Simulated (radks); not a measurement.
# Lu⁺ with its nuclear charge varied continuously

Aim: the energy of 70 electrons in [Xe] 4f14 6s2 as the nuclear charge moves through non-integer values, and a test of dE/dZ = E(electron-nucleus)/Z.

The numbers are computed with radks (a radial shooting solver on a logarithmic mesh, Libxc functionals) version 1 (Dirac Kohn-Sham, LDA (Slater exchange, Perdew-Wang correlation), spin-unpolarised, spherical densities, finite nucleus), except any that are marked as measured or tabulated.

### 1 The atom as given

| Item | Value |
| --- | --- |
| element | lutetium (Z = 71) |
| charge | +1 |
| electrons | 70 |
| configuration | [Xe] 4f14 6s2 |
| nuclear rms radius | 5.37 fm |

Outer shells as boxes (Hund's rule):

Lu⁺
```
[Xe] core
4f [↑↓][↑↓][↑↓][↑↓][↑↓][↑↓][↑↓]
6s [↑↓]
```

### 2 Z = 71

Input:

```text
Z 71
configuration [Xe] 4f14 6s2
relativity Dirac
functional lda,pw
spin unpolarised
j_filling average
nucleus finite rms 5.37 fm
c 137.035999084
```

### 3 Z = 70

Settings, as their differences from step 2:

```diff
@@ -1,2 +1,2 @@
-Z 71
+Z 70
 configuration [Xe] 4f14 6s2
```

### 4 Z = 70.2

Settings, as their differences from step 3:

```diff
@@ -1,2 +1,2 @@
-Z 70
+Z 70.2
 configuration [Xe] 4f14 6s2
```

### 5 Z = 70.4

Settings, as their differences from step 4:

```diff
@@ -1,2 +1,2 @@
-Z 70.2
+Z 70.4
 configuration [Xe] 4f14 6s2
```

### 6 Z = 70.6

Settings, as their differences from step 5:

```diff
@@ -1,2 +1,2 @@
-Z 70.4
+Z 70.6
 configuration [Xe] 4f14 6s2
```

### 7 Z = 70.8

Settings, as their differences from step 6:

```diff
@@ -1,2 +1,2 @@
-Z 70.6
+Z 70.8
 configuration [Xe] 4f14 6s2
```

### 8 Z = 71.2

Settings, as their differences from step 7:

```diff
@@ -1,2 +1,2 @@
-Z 70.8
+Z 71.2
 configuration [Xe] 4f14 6s2
```

### 9 Z = 71.4

Settings, as their differences from step 8:

```diff
@@ -1,2 +1,2 @@
-Z 71.2
+Z 71.4
 configuration [Xe] 4f14 6s2
```

### 10 Z = 71.6

Settings, as their differences from step 9:

```diff
@@ -1,2 +1,2 @@
-Z 71.4
+Z 71.6
 configuration [Xe] 4f14 6s2
```

### 11 Z = 71.8

Settings, as their differences from step 10:

```diff
@@ -1,2 +1,2 @@
-Z 71.6
+Z 71.8
 configuration [Xe] 4f14 6s2
```

### 12 Z = 72

Settings, as their differences from step 11:

```diff
@@ -1,2 +1,2 @@
-Z 71.8
+Z 72
 configuration [Xe] 4f14 6s2
```

Before running it: what results should come out? Wanted: for each run, Z; E; E(electron-nucleus)/Z; highest level; its energy; <r>.

**Answer**, as computed:

```
   Z  E (hartree)  E(electron-nucleus)/Z (hartree)  highest level  its energy (eV)  <r> (bohr)
  70  -14065.6030                         -499.046          4f7/2           -2.675      0.8039
70.2  -14165.6325                         -501.249          6s1/2           -5.362       3.712
70.4  -14266.1025                         -503.451          6s1/2           -6.729       3.572
70.6  -14367.0130                         -505.653          6s1/2           -8.175       3.448
70.8  -14468.3639                         -507.856          6s1/2           -9.694       3.338
  71  -14570.1553                         -510.059          6s1/2          -11.280       3.238
71.2  -14672.3875                         -512.264          6s1/2          -12.932       3.147
71.4  -14775.0609                         -514.470          6s1/2          -14.646       3.064
71.6  -14878.1757                         -516.678          6s1/2          -16.419       2.988
71.8  -14981.7323                         -518.889          6s1/2          -18.250       2.917
  72  -15085.7313                         -521.101          6s1/2          -20.137       2.851
```

What this shows: At Z = 71 the central difference of E is -510.059 hartree, against -510.059 from the Hellmann-Feynman theorem. The top level goes from -2.675 eV at Z = 70 to -20.137 eV at Z = 72. Between Z = 70 and 70.2 the top level changes from 4f7/2 to 6s1/2, so the curve of the top level has a kink there, while E(Z) stays smooth.
